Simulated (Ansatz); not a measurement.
I need a relaxed scan of one distance of GaH2S2, SMILES [SH][Ga][SH]. Use Ansatz 0.2.0, Python API. Use (for the species named): PBE0, def2-SVP basis, multiplicity 2.

```tsv
atom	x (Å)	y (Å)	z (Å)
S	-0.9232	-1.7668	-0.9657
Ga	-0.2606	-0.1242	0.8398
S	1.1294	1.8090	0.2879
H	-1.2051	-0.3957	-0.5869
H	1.3094	0.4040	0.3835
```

The script, `relaxed_scan.py`:
```python
# -*- coding: utf-8 -*-
"""Relaxed scan of one distance in GaH2S2."""

from dataclasses import dataclass

import ansatz as az
import numpy as np


@dataclass
class Options:
    basis: str = "def2-SVP"
    xc: str = "pbe0"


cfg = Options()

geometry_ang = [
    ("S", (-0.9232, -1.7668, -0.9657)),
    ("Ga", (-0.2606, -0.1242, 0.8398)),
    ("S", (1.1294, 1.809, 0.2879)),
    ("H", (-1.2051, -0.3957, -0.5869)),
    ("H", (1.3094, 0.404, 0.3835)),
]
molecule = az.Crystal.molecule()
for symbol, xyz in geometry_ang:
    molecule = molecule.atom(symbol, xyz)

model = molecule.calculation()
model = model.basis(gaussian=cfg.basis)
model = model.functional(cfg.xc).spin("collinear", total=1)
symbols = [site.symbol for site in molecule.cartesian_sites]
pairs = [(0, 1), (0, 3), (1, 2), (1, 3), (1, 4), (2, 4)]
print("held (A)   E (eV)        ", "  ".join(f"{symbols[i]}{i}-{symbols[j]}{j}" for i, j in pairs))
for length in [1.31, 1.42, 1.53, 1.7, 1.92]:
    data = model.relax(constraints=[az.DistanceConstraint((2, 4), at=length)], force_tolerance=0.02, max_steps=60).run().report
    xyz = np.array(data["positions_ang"])
    print(f"{length:6.2f} {data['free_energy_ev']:14.5f}  ", "  ".join(f"{np.linalg.norm(xyz[i] - xyz[j]):.3f}" for i, j in pairs))
```

```console
$ python relaxed_scan.py
held (A)   E (eV)         S0-Ga1  S0-H3  Ga1-S2  Ga1-H3  Ga1-H4  S2-H4
DeckWarning: relax.constraints: the input's atoms, or those drawn, lie off the distances that are held; a relaxation that starts there is brought onto them ahead of its first SCF, by positions alone, an atom by 5.49e-2 Å at the most. With the symmetry [...]
  1.31   -74054.51534   2.244  1.354  2.244  2.706  2.681  1.310
  1.42   -74054.48966   2.243  1.353  2.243  2.704  2.743  1.420
  1.53   -74054.23656   2.242  1.353  2.242  2.699  2.810  1.530
  1.70   -74053.63637   2.239  1.353  2.235  2.690  2.938  1.700
  1.92   -74053.15799   2.186  1.354  2.122  2.627  1.630  1.920
```
(Warnings from the package without file and line, shortened, repeats left out.)

Notes:
- These settings explore the input space; basis and method may be short of convergence.
- The energies are electronic: no zero-point or thermal terms, and the basis set is short of its limit.
- The species is open-shell (spin multiplicity 2).
- Wall time of the script: 8 min on 1 thread of Arm Neoverse V1 (shared host), peak memory 0.31 GiB.
